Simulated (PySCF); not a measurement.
# C₂H₆Cd: a look at the electrons

Aim: take C₂H₆Cd and analyse its density (charges, bond critical points, surface potential), see where an electron leaves and enters and measure its response to a uniform field.

Computed with PySCF 2.14.0. Level: levels as typed in each script, gas phase, geometry from GFN2-xTB.

## (1) The starting structure

SMILES `C[Cd]C`, 9 atoms, charge 0, spin multiplicity 1.

Bond lengths: C1–Cd2 2.213 Å, C1–H4 1.090 Å, C1–H5 1.089 Å, C1–H6 1.093 Å, Cd2–C3 2.213 Å, C3–H7 1.093 Å, C3–H8 1.089 Å, C3–H9 1.090 Å. Angles: Cd2–C1–H4 111.8°, Cd2–C1–H5 112.9°, Cd2–C1–H6 107.9°, H4–C1–H5 107.9°, H4–C1–H6 108.0°, H5–C1–H6 108.0°, C1–Cd2–C3 160.9°, Cd2–C3–H7 107.9°, Cd2–C3–H8 112.8°, Cd2–C3–H9 112.0°, H7–C3–H8 108.0°, H7–C3–H9 108.0°, H8–C3–H9 107.9°.

Coordinates:

```mol
C2H6Cd
  3D, bonds by distance, orders not assigned

  9  8  0  0  0  0  0  0  0  0999 V2000
   -2.1820   -0.2591   -0.0002 C   0  0
   -0.0000    0.1079   -0.0000 Cd  0  0
    2.1821   -0.2591    0.0002 C   0  0
   -2.6390    0.0127    0.9512 H   0  0
   -2.7031    0.2817   -0.7890 H   0  0
   -2.3435   -1.3283   -0.1595 H   0  0
    2.3413   -1.3345    0.1142 H   0  0
    2.6944    0.2462    0.8179 H   0  0
    2.6496    0.0541   -0.9330 H   0  0
  1  2  8  0
  2  3  8  0
  1  4  8  0
  1  5  8  0
  1  6  8  0
  3  7  8  0
  3  8  8  0
  3  9  8  0
M  END
```

## (2) Density, bond paths and surface potential (PBE0/def2-tzvp)

Contents of input.py:

```python
import numpy as np
from pyscf import gto, scf, dft
from pyscf.scf import atom_ks, atom_hf
from scipy.linalg import block_diag

def solve(mol, dm0=None, hcore=None):
    mf = (dft.UKS if mol.spin else dft.RKS)(mol, xc='pbe0')
    mf.grids.level = 3
    mf = mf.density_fit(auxbasis='def2-universal-jkfit')
    mf.conv_tol, mf.max_cycle = 1e-8, 80
    if hcore is not None:
        mf.get_hcore = lambda *args: hcore
    mf.kernel(dm0)
    if not mf.converged:
        mf = mf.newton().run(mf.mo_coeff, mf.mo_occ, max_cycle=30)
    assert mf.converged, 'SCF not converged'
    return mf

mol = gto.M(atom='''
C     -2.18196    -0.25908    -0.00018
Cd    -0.00001     0.10785    -0.00003
C      2.18206    -0.25907     0.00016
H     -2.63896     0.01275     0.95115
H     -2.70315     0.28169    -0.78898
H     -2.34351    -1.32826    -0.15950
H      2.34126    -1.33449     0.11421
H      2.69441     0.24618     0.81792
H      2.64964     0.05415    -0.93303
''', basis='def2-tzvp', ecp={'Cd': 'def2-tzvp'}, charge=0, spin=0, verbose=4)
mf = solve(mol)
mf.analyze()
# spherically averaged free atoms, for the promolecule
atom_ks.AtomSphAverageRKS.init_guess_by_vsap = lambda self, mol=None: self.init_guess_by_minao(mol)  # core potentials
atm = atom_ks.get_atm_nrks(mol, xc='pbe0')
pro = block_diag(*[(atm[a[0]][2] * atm[a[0]][3]) @ atm[a[0]][2].T for a in mol._atom])
np.savez('result.npz', e=mf.e_tot, c=mf.mo_coeff, occ=mf.mo_occ, eps=mf.mo_energy, pro=pro, dip=mf.dip_moment(verbose=0), s2=mf.spin_square()[0])
```

Command:

```
OMP_NUM_THREADS=1 python input.py
```

## (4) Removing and adding an electron (PBE0/def2-tzvp)

input.py: that of step 2 with these lines changed.

```diff
@@ -30,3 +30,12 @@
 mf = solve(mol)
-mf.analyze()
+out = dict(e0=mf.e_tot, dm0=mf.make_rdm1(), c=mf.mo_coeff, occ=mf.mo_occ, eps=mf.mo_energy)
+for name, dq, spin in [('cation', 1, 1)]:
+    ion = mol.copy().set(charge=mol.charge + dq, spin=spin).build()
+    mi = solve(ion)
+    if spin and dq > 0 and mol.nao < 130:
+        c, _, stable, _ = mi.stability(return_status=True)
+        if not stable:
+            mi = solve(ion, mi.make_rdm1(c, mi.mo_occ))
+    print(name, 'vertical energy change / eV', (mi.e_tot - mf.e_tot) * 27.211386)
+    out.update({'e_' + name: mi.e_tot, 'dm_' + name: mi.make_rdm1(), 's2_' + name: mi.spin_square()[0], 'eps_' + name: mi.mo_energy, 'occ_' + name: mi.mo_occ})
 # spherically averaged free atoms, for the promolecule
@@ -35,2 +44,2 @@
 pro = block_diag(*[(atm[a[0]][2] * atm[a[0]][3]) @ atm[a[0]][2].T for a in mol._atom])
-np.savez('result.npz', e=mf.e_tot, c=mf.mo_coeff, occ=mf.mo_occ, eps=mf.mo_energy, pro=pro, dip=mf.dip_moment(verbose=0), s2=mf.spin_square()[0])
+np.savez('result.npz', pro=pro, **out)
```

## (6) Response to an electric field (PBE0/def2-tzvp)

Contents of input.py:

```python
import numpy as np
from pyscf import gto, scf, dft
from pyscf.scf import atom_ks, atom_hf
from scipy.linalg import block_diag

def solve(mol, dm0=None, hcore=None):
    mf = (dft.UKS if mol.spin else dft.RKS)(mol, xc='pbe0')
    mf.grids.level = 3
    mf = mf.density_fit(auxbasis='def2-universal-jkfit')
    mf.conv_tol, mf.max_cycle = 1e-8, 80
    if hcore is not None:
        mf.get_hcore = lambda *args: hcore
    mf.kernel(dm0)
    if not mf.converged:
        mf = mf.newton().run(mf.mo_coeff, mf.mo_occ, max_cycle=30)
    assert mf.converged, 'SCF not converged'
    return mf

mol = gto.M(atom='''
C     -2.18196    -0.25908    -0.00018
Cd    -0.00001     0.10785    -0.00003
C      2.18206    -0.25907     0.00016
H     -2.63896     0.01275     0.95115
H     -2.70315     0.28169    -0.78898
H     -2.34351    -1.32826    -0.15950
H      2.34126    -1.33449     0.11421
H      2.69441     0.24618     0.81792
H      2.64964     0.05415    -0.93303
''', basis='def2-tzvp', ecp={'Cd': 'def2-tzvp'}, charge=0, spin=0, verbose=4)
field = np.array([0.004, 0.0, 0.0])  # atomic units
mol.set_common_orig(mol.atom_charges() @ mol.atom_coords() / mol.atom_charges().sum())
mf = solve(mol)
out = dict(dm0=mf.make_rdm1(), d0=mf.dip_moment(unit='AU'), e0=mf.e_tot)
for name, sign in (('p', 1), ('m', -1)):
    h = mf.get_hcore() + sign * np.einsum('x,xij->ij', field, mol.intor('int1e_r'))
    mi = solve(mol, mf.make_rdm1(), h)
    out.update({'dm' + name: mi.make_rdm1(), 'd' + name: mi.dip_moment(unit='AU'), 'e' + name: mi.e_tot})
# spherically averaged free atoms, for the promolecule
atom_ks.AtomSphAverageRKS.init_guess_by_vsap = lambda self, mol=None: self.init_guess_by_minao(mol)  # core potentials
atm = atom_ks.get_atm_nrks(mol, xc='pbe0')
pro = block_diag(*[(atm[a[0]][2] * atm[a[0]][3]) @ atm[a[0]][2].T for a in mol._atom])
np.savez('result.npz', pro=pro, **out)
```

(Steps that only read results are left out.)

Q: Predict the outcome of this session. Wanted: dipole moment; HOMO, LUMO; vertical ionisation energy; polarisability along the field.

As calculated:

```
                                       quantity            value
                 dipole moment (PBE0/def2-tzvp)           0.53 D
                    HOMO, LUMO (PBE0/def2-tzvp)  -6.68, -0.62 eV
    vertical ionisation energy (PBE0/def2-tzvp)          8.62 eV
polarisability along the field (PBE0/def2-tzvp)       89.2 bohr³
```

What this shows: At PBE0/def2-tzvp: The highest Hirshfeld charge is on Cd2 (+0.47 e), the lowest on C1 and C3 (−0.28 e). The ionisation energy from two SCF runs, 8.62 eV, lies 1.9 eV above −ε(HOMO) = 6.68 eV of the same level, PBE0/def2-tzvp, since self-interaction lifts this functional's HOMO. The geometry was not optimised at these levels.
